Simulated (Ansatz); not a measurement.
# CH2BF (SMILES B[C]F): U-wB97X/STO-3G

What is the electronic atomisation energy of CH2BF at U-wB97X/STO-3G? 

The calculation is run with Ansatz 0.2.0.

70 further runs of the same task are left out: 5 that didn't finish, 65 set aside as unsound or not needed.

## Step 1: Starting point

CH2BF has 5 atoms, charge 0, and is taken as a triplet. As SMILES, `B[C]F`. The coordinates come from a GFN2-xTB relaxation.

Bond lengths: B1–C2 1.475 Å, C2–F3 1.312 Å, B1–H4 1.167 Å, B1–H5 1.176 Å. Angles: B1–C2–F3 134.8°, C2–B1–H4 120.2°, C2–B1–H5 118.7°, H4–B1–H5 121.1°.

## Step 2: A single-point energy at U-wB97X/STO-3G

in.yaml

```yaml
crystal:
  periodic: [false, false, false]
  atoms:
    - {symbol: B, position_ang: [-0.505570, -0.250120, -0.120900]}
    - {symbol: C, position_ang: [0.899880, 0.179790, -0.245440]}
    - {symbol: F, position_ang: [1.716060, 0.896670, 0.490070]}
    - {symbol: H, position_ang: [-0.994750, -0.904870, -0.953460]}
    - {symbol: H, position_ang: [-1.115610, 0.078530, 0.829720]}
basis:
  gaussian: {orbitals: STO-3G}
magnetization: {spin_polarized: true, initial_magnetization: 2}
hamiltonian: {xc: {name: wB97X}}
accuracy: high
```

On the command line:

```
$ ansatz run in.yaml --threads 1 --pin off --max-ram 2610MiB --events-out events.jsonl --progress --plain --runs-dir runs
```

Output:

```text
Warning: RAYON_NUM_THREADS=1 ignored (pool sized by the plan → 1); use --threads N
Functional definition: wB97X
  name "wB97X"
  parameter omega = 0.3/bohr
  parameter cx = 0.157706
  parameter cx1 = 0.726479
  parameter cx2 = 1.04760
  parameter cx3 = -5.70635
  parameter cx4 = 13.2794
  parameter css1 = -4.33879
  parameter css2 = 18.2308
  parameter css3 = -31.7430
  parameter css4 = 17.2901
  parameter cos1 = 2.37031
  parameter cos2 = -11.3995
  parameter cos3 = 6.58405
  parameter cos4 = -3.78132
  exchange = spin_sum(e_x_unif_sr(omega)*poly(b97_u_x, 1 - cx, cx1, cx2, cx3, cx4)) + cx*exact_x_sr(omega)
      + exact_x_lr(omega)
  correlation = spin_sum(e_c_pw_same_spin*poly(b97_u_same, 1, css1, css2, css3, css4))
      + integral(e_c_pw_opposite_spin*poly(b97_u_opposite, 1, cos1, cos2, cos3, cos4))
293 factors; integrals over basis functions are off by at most 2.8e-8 eV
144 factors; integrals over basis functions are off by at most 1.1e-9 eV
mean field evaluation 1: about -4396.9887 eV, gradient 8.2e0 eV
mean field evaluation 2: about -4397.6412 eV, gradient 2.0e0 eV
mean field evaluation 4: about -4397.7200 eV, gradient 3.7e-1 eV
mean field evaluation 8: about -4397.6793 eV, gradient 2.2e-2 eV
mean field evaluation 16: about -4397.6793 eV, gradient 2.8e-6 eV
mean field -4397.67928666 eV, -161.6117329308 hartree, gradient 8.9e-8 eV, S^2 2.001982; 0 other end points of the search recorded, 0 dependent functions left out
reference -4397.67928550 eV, -161.6117328881 hartree; 12, 10 occupied and 5, 7 virtual orbitals, 293 factors
Total energy: -4397.67928550 eV, -161.6117328881 hartree
```

Run time: 5.7 s. Hardware: 1 thread of AMD EPYC 7R43 (Zen 3), shared host; peak memory 0.37 GiB.

## Step 3: The B atom, same level

run.yaml

```yaml
basis:
  gaussian:
    orbitals: STO-3G
crystal:
  periodic: [false, false, false]
  atoms:
    - {symbol: B, position_ang: [0.000000, 0.000000, 0.000000]}
total_charge: 0
magnetization:
  spin_polarized: true
  initial_magnetization: 1
hamiltonian:
  xc: {name: wB97X}
accuracy: high
```

Run the same way, it converges to -24.27115 Eh (log not shown).

## Step 4: The C atom

molecule.yaml

```yaml
crystal:
  periodic: [false, false, false]
  atoms:
    - {symbol: C, position_ang: [0.000000, 0.000000, 0.000000]}
basis:
  gaussian:
    orbitals: STO-3G
magnetization:
  spin_polarized: true
  initial_magnetization: 2
hamiltonian:
  xc: {name: wB97X}
accuracy: high
```

Run the same way, it converges to -37.34788 Eh (log not shown).

## Step 5: The F atom

job.yaml

```yaml
crystal:
  periodic: [false, false, false]
  atoms:
    - symbol: F
      position_ang: [0.000000, 0.000000, 0.000000]
basis:
  gaussian:
    orbitals: STO-3G
accuracy: high
magnetization:
  spin_polarized: true
  initial_magnetization: 1
hamiltonian:
  xc: {name: wB97X}
```

Run the same way, it converges to -98.27280 Eh (log not shown).

## Step 6: The H atom, same level

input.yaml

```yaml
basis:
  gaussian:
    orbitals: STO-3G
crystal:
  periodic: [false, false, false]
  atoms:
    - symbol: H
      position_ang: [0.000000, 0.000000, 0.000000]
magnetization:
  spin_polarized: true
  initial_magnetization: 1
hamiltonian:
  xc: {name: wB97X}
accuracy: high
```

On the command line:

```
$ ansatz run input.yaml --threads 1 --pin off --max-ram 2610MiB --events-out events.jsonl --progress --plain --runs-dir runs
```

Output (excerpt; [...] marks lines left out):

```text
Warning: RAYON_NUM_THREADS=1 ignored (pool sized by the plan → 1); use --threads N
[... 2 set-up lines as earlier in the session ...]
[...]
      + exact_x_lr(omega)
[...]
      + integral(e_c_pw_opposite_spin*poly(b97_u_opposite, 1, cos1, cos2, cos3, cos4))
1 factors; integrals over basis functions are off by at most 4.6e-10 eV
1 factors; integrals over basis functions are off by at most 2.9e-10 eV
[...]
mean field -12.70558344 eV, -0.4669215794 hartree, gradient 0.0e0 eV, S^2 0.750000; 0 other end points of the search recorded, 0 dependent functions left out
reference -12.70558358 eV, -0.4669215842 hartree; 1, 0 occupied and 0, 1 virtual orbitals, 1 factors
Total energy: -12.70558358 eV, -0.4669215842 hartree
```

Run time: 0.24 s. Hardware: 1 thread of AMD EPYC 7R43 (Zen 3), shared host.

## Step 7: Summary of results

At U-wB97X/STO-3G:

```
                     quantity          value
       molecule: total energy  -161.61173 Eh
               molecule: ⟨S²⟩          2.002
         B atom: total energy   -24.27115 Eh
                 B atom: ⟨S²⟩          0.750
         C atom: total energy   -37.34788 Eh
                 C atom: ⟨S²⟩          2.000
         F atom: total energy   -98.27280 Eh
                 F atom: ⟨S²⟩          0.750
         H atom: total energy    -0.46692 Eh
                 H atom: ⟨S²⟩          0.750
electronic atomisation energy      21.390 eV
```

What this shows: Taking the molecule apart into free atoms costs 21.39 eV (2064 kJ/mol), before zero-point energy and without spin-orbit coupling. In a minimal basis such a difference can be off by several eV, whatever the method.
